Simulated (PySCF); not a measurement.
# RbLi (SMILES [Li][Rb]) at SVWN5/STO-3G

We compute a single-point energy of RbLi. The job is set up through a Python script.

The calculation is run with PySCF 2.14.0.

6 further runs of the same task are left out: 1 that didn't finish, 5 set aside as unsound or not needed.

## 1. The molecule

The species is RbLi (2 atoms), meant as a singlet with charge 0. SMILES: `[Li][Rb]`. The Li1–Rb2 distance was set to 6.931 Å, away from the relaxed value.

## 2. A single-point energy at SVWN5/STO-3G

Contents of run.py:

```python
from pyscf import gto, dft

molecule = gto.Mole()
molecule.atom = '''
Li   0.000000   0.000000  -3.780430
Rb   0.000000   0.000000   3.150370
'''
molecule.max_memory = 1860
molecule.verbose = 3
molecule.basis = 'sto-3g'
molecule.spin = 0
molecule.build()

mf = dft.RKS(molecule)
mf.xc = 'svwn'
mf.grids.level = 5
mf.conv_tol = 1e-10
mf.kernel()
if not mf.converged:
    mf = mf.newton().run(mf.mo_coeff, mf.mo_occ)

e_final = mf.e_tot
print('E(%s) = %.9f' % ('SVWN5', e_final))
```

The run is started by

```bash
$ OMP_NUM_THREADS=1 python run.py
```

Q: Predict the results. Wanted: total energy; dipole moment.

Computed results:

At SVWN5/STO-3G:

| quantity | value |
| --- | --- |
| total energy | -2911.89890 Eh |
| dipole moment | 32.92 D |

What this shows: One bond is far stretched, which a spin-restricted single reference describes badly; a broken-symmetry solution may lie lower. The run may have ended on a state above the lowest. Relativity is left out although the molecule holds a heavy atom.
